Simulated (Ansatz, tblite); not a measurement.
# The cluster Al₄Sb₃+: rung by rung

How do method and basis change the picture of the cluster Al₄Sb₃+ (singlet)?

The runs use Ansatz 0.2.0, Gaussian basis; as each input shows.

The runs, in order: GFN1-xTB, GFN2-xTB, PBE-D4/def2-TZVP, r2SCAN-D4/def2-TZVP, revPBE-D4/def2-TZVP, ωB97M-V/def2-TZVP, BHLYP-D4/def2-TZVP, PBE-D4/def2-SVP, PBE0-D4/def2-SVP, CCSD(T)/def2-SVP, MP2/def2-TZVP, RPA/def2-TZVP.

2 further runs of the same task are left out: 2 set aside as unsound or not needed. Runs told in other sessions of the task aren't counted.

### 1 The geometry

The geometry is that of the singlet, from an earlier relaxation (PBE-D4/def2-SVP). At that level it is the lowest of the isomers that a small search found.

7 atoms, charge 1, spin multiplicity 1.

Bond lengths: Al1–Sb5 2.663 Å, Al1–Sb7 2.663 Å, Al2–Sb5 2.664 Å, Al2–Sb6 2.664 Å, Al3–Sb6 2.663 Å, Al3–Sb7 2.663 Å, Al4–Sb5 2.728 Å, Al4–Sb6 2.728 Å, Al4–Sb7 2.728 Å. Angles: Sb5–Al1–Sb7 119.6°, Sb5–Al2–Sb6 119.6°, Sb6–Al3–Sb7 119.6° and more.

As a file:

```xyz
7
Al4Sb3
Al    0.1488   -1.9723   -1.4219
Al   -0.4027   -0.4703    2.3574
Al   -1.3353    1.8182   -0.9193
Al    0.8235    0.3235   -0.0078
Sb    1.1585   -2.1750    1.0341
Sb   -0.5078    2.0806    1.5984
Sb    0.1149    0.3952   -2.6410
```

Sb takes a core potential in the def2 sets. No spin-orbit coupling is included. The ion is computed in the gas phase, without counter-ions or solvent.

PBE0-D4/def2-TZVP was run before; its log isn't repeated, and its numbers join the tables.

### 2 GFN1-xTB

Tight binding, by tblite at 300 K electronic temperature and without a spin-polarisation term:

```python
tblite.interface.Calculator('GFN1-xTB', numbers, positions, charge=1, uhf=0).singlepoint()
```

Energy -333.1446 eV, HOMO -12.71 eV, LUMO -11.78 eV; 0.009 s.

### 3 GFN2-xTB

Tight binding, by tblite at 300 K electronic temperature and without a spin-polarisation term:

```python
tblite.interface.Calculator('GFN2-xTB', numbers, positions, charge=1, uhf=0).singlepoint()
```

Energy -281.9786 eV, HOMO -11.89 eV, LUMO -11.60 eV; 0.018 s.

### 4 PBE-D4/def2-TZVP

start.molden holds the orbitals of an earlier run on this state, given as this run's starting guess.

Contents of in.yaml:

```yaml
crystal:
  periodic: [false, false, false]
  atoms:
    - {symbol: Al, position_ang: [0.148845, -1.972273, -1.421897]}
    - {symbol: Al, position_ang: [-0.402712, -0.470323, 2.357396]}
    - {symbol: Al, position_ang: [-1.335254, 1.818228, -0.919291]}
    - {symbol: Al, position_ang: [0.823534, 0.323503, -0.007753]}
    - {symbol: Sb, position_ang: [1.158509, -2.174964, 1.034101]}
    - {symbol: Sb, position_ang: [-0.507840, 2.080619, 1.598450]}
    - {symbol: Sb, position_ang: [0.114918, 0.395209, -2.641006]}
basis:
  gaussian: {orbitals: def2-TZVP, initial_orbitals: start.molden}
total_charge: 1
hamiltonian: {xc: pbe, dispersion: d4}
scf: {omitted_lower_state_checks: [starts]}
output: {orbitals: {seedname: orbitals}}
```

Run with:

```
$ ansatz run in.yaml --threads 4 --pin off --events-out ev --progress --plain --max-ram 4787MiB
```

The runs that follow: r2SCAN-D4/def2-TZVP; revPBE-D4/def2-TZVP; ωB97M-V/def2-TZVP; BHLYP-D4/def2-TZVP; PBE-D4/def2-SVP; PBE0-D4/def2-SVP; CCSD(T)/def2-SVP; MP2/def2-TZVP; RPA/def2-TZVP.

Before running them: what should the planned runs give, taken together? Wanted: gap in def2-TZVP, named functionals, smallest and largest; correlation energy, CCSD(T)/def2-SVP; correlation energy, MP2/def2-TZVP; PBE0 total energy, smallest basis above largest.

As calculated:

| quantity | value |
| --- | --- |
| gap in def2-TZVP, named functionals, smallest and largest | 1.41 eV (revPBE-D4), 5.20 eV (ωB97M-V) |
| correlation energy, CCSD(T)/def2-SVP | -17.99 eV |
| correlation energy, MP2/def2-TZVP | -36.72 eV |
| PBE0 total energy, smallest basis above largest | 9.83 eV (def2-SVP, def2-TZVP) |

What this shows: Orbital gaps of the named functionals in def2-TZVP span 1.41 eV (revPBE-D4) to 5.20 eV (ωB97M-V); exact exchange widens it.
